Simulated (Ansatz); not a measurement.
**CH4Cl2O3W: up Jacob's ladder to CCSD(T)**

One table from this session's results is given with a row withheld; the runs are named, their logs left out.

Method: functionals in def2-TZVPP, the program's frozen cores in correlated methods; program: Ansatz 0.2.0, Gaussian basis.

The runs, in order: LDA (SPW92), PBE-D4, revPBE-D4, BLYP-D4, r2SCAN-D4, B97M-V, PBE0-D4, B3LYP-D4, r2SCANh-D4, r2SCAN0-D4, HSE06-D4, BHLYP-D4, CAM-B3LYP-D4, LC-ωPBE, ωB97X-V, ωB97M-V, B2PLYP, PBE-QIDH; CCSD(T)/def2-SVP; CCSD(T)/def2-TZVPP; MP2/def2-QZVPP; extrapolation to the limit.

### The relaxed structure

The geometry comes from an earlier relaxation with PBE0-D4 in a triple-zeta def2 set; it is a stationary point, not always the lowest conformer. W takes the def2 core potential; no spin-orbit term is included.

SMILES `C[O][W](=[O])([OH])([Cl])[Cl]`, 11 atoms, charge 0, spin multiplicity 1.

Atoms are counted from 1 here; the program's logs count them from 0.

Bond lengths: C1–O2 1.402 Å, C1–H8 1.094 Å, C1–H9 1.095 Å, C1–H10 1.090 Å, O2–W3 1.846 Å, W3–O4 1.681 Å, W3–O5 1.904 Å, W3–Cl6 2.307 Å, W3–Cl7 2.334 Å, O5–H11 0.961 Å. Angles: O2–C1–H8 109.5°, O2–C1–H9 109.4°, O2–C1–H10 108.8°, H8–C1–H9 109.5°, H8–C1–H10 109.9°, H9–C1–H10 109.7°, C1–O2–W3 135.9°, O2–W3–O4 101.6°, O2–W3–O5 85.1°, O2–W3–Cl6 89.0°, O2–W3–Cl7 158.3°, O4–W3–O5 111.8°, O4–W3–Cl6 110.3°, O4–W3–Cl7 99.9°, O5–W3–Cl6 137.9°, O5–W3–Cl7 84.0°, Cl6–W3–Cl7 86.6°, W3–O5–H11 118.3°.

Set-up of the first run:

File in.yaml:

```yaml
crystal:
  periodic: [false, false, false]
  atoms:
    - {symbol: C, position_ang: [0.233134, -0.877879, 1.658120]}
    - {symbol: O, position_ang: [-0.570212, -0.044930, 0.866231]}
    - {symbol: W, position_ang: [-0.388221, 0.822634, -0.752776]}
    - {symbol: O, position_ang: [-1.928083, 1.461535, -0.969844]}
    - {symbol: O, position_ang: [-0.240202, -0.927244, -1.487529]}
    - {symbol: Cl, position_ang: [0.982357, 2.368064, 0.274074]}
    - {symbol: Cl, position_ang: [0.604929, 1.483876, -2.758809]}
    - {symbol: H, position_ang: [0.587670, -1.721928, 1.058568]}
    - {symbol: H, position_ang: [1.090700, -0.308680, 2.031749]}
    - {symbol: H, position_ang: [-0.360018, -1.242067, 2.497419]}
    - {symbol: H, position_ang: [-0.012064, -1.013391, -2.417193]}
basis:
  gaussian: {orbitals: def2-TZVPP}
hamiltonian: {xc: lda}
output: {orbitals: {seedname: orbitals}}
```

Started as:

```
ansatz run in.yaml --threads 4 --pin off --events-out ev --progress --plain --max-ram 66560MiB --backend cuda --devices 0, --max-vram 37GiB
```

Among the steps run: LDA; PBE-D4 (GGA); revPBE-D4 (GGA); BLYP-D4 (GGA); r2SCAN-D4 (meta-GGA); B97M-V (meta-GGA); PBE0-D4 (hybrid); B3LYP-D4 (hybrid); r2SCANh-D4 (hybrid); r2SCAN0-D4 (hybrid); HSE06-D4 (hybrid); BHLYP-D4 (hybrid); CAM-B3LYP-D4 (range-separated); LC-ωPBE (range-separated); ωB97X-V (range-separated); ωB97M-V (range-separated); B2PLYP (double hybrid); PBE-QIDH (double hybrid).

One of the session's tables, all rows but one given; the rest of the session is left out.

It belongs to the step «Frontier levels by functional». 

```
  functional  HOMO (eV)  LUMO (eV)  gap (eV)
 LDA (SPW92)      -7.48      -4.39      3.09
      PBE-D4      -7.30      -4.16      3.14
   revPBE-D4      -7.23      -4.08      3.15
     BLYP-D4      -7.14      -4.05      3.09
   r2SCAN-D4      -7.67      -4.17      3.50
      B97M-V      -7.77      -4.15      3.62
     PBE0-D4      -8.72      -3.52      5.20
    B3LYP-D4      -8.44      -3.71      4.73
  r2SCANh-D4      -8.19      -3.91      4.28
  r2SCAN0-D4      -8.97      -3.51      5.46
    HSE06-D4      -8.32      -3.89      4.43
    BHLYP-D4     -10.01      -2.67      7.34
CAM-B3LYP-D4          ?          ?         ?
     LC-ωPBE     -11.48      -1.36     10.11
     ωB97X-V     -11.10      -1.43      9.67
     ωB97M-V     -10.95      -1.45      9.50
```

**Question.** Estimate the row for CAM-B3LYP-D4.

As computed: HOMO (eV): -10.07; LUMO (eV): -2.48; gap (eV): 7.60. In the column «HOMO (eV)» it lies between ωB97M-V (-10.95) and BHLYP-D4 (-10.01).
